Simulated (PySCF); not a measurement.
# C3H7BSi: the cost of one run

The runs use PySCF 2.14.0, with density-fitted response routines of our own; the level of theory stands in each step. All values are computed, except where a source is named. Atoms count from 0, in the outputs and in this text.

### Step 1. The molecule as given

12 atoms, charge 0, multiplicity 1; geometry from: GFN2-xTB. The atoms were then displaced at random by about 0.01 Å, so the start is not that level's minimum.

Bonds of the start (Å): B0–Si1 1.93, Si1–C2 1.89, C2–C3 1.34, C3–C4 1.26, B0–H5 1.17, B0–H6 1.19, Si1–H7 1.46, Si1–H8 1.46, C2–H9 1.09, C4–H10 1.09, C4–H11 1.07.

### Step 2. Relaxing the molecule at PBE0-D3(BJ)/def2-SVP

The job: settings as JSON, then the geometry in Å.

```
{"job": {"xc": "PBE0", "basis": "def2-SVP", "d3": "d3bj", "grid": 1, "shake": 0.01, "kind": "geom"}, "charge": 0, "multiplicity": 1}
B     -1.977170     0.863590     0.565670
Si    -1.286760    -0.573270    -0.523720
C      0.399560    -0.990000     0.227270
C      1.502970    -0.249150     0.069020
C      2.480280     0.521810    -0.153420
H     -2.602700     0.696120     1.543830
H     -1.776930     2.006830     0.293700
H     -1.987980    -1.851340    -0.508340
H     -1.053390    -0.295030    -1.934530
H      0.476180    -1.879820     0.857170
H      2.709800     1.347580     0.523070
H      3.155830     0.374410    -0.968740
```

Launch:

```sh
$ OMP_NUM_THREADS=1 python probes_run.py task.json out
```

This one command runs all jobs of the session in turn.

Q: Estimate the wall time and peak memory of this first job on 1 thread of Arm Neoverse V1, shared host.

About 54 s, with a peak of 0.45 GiB.
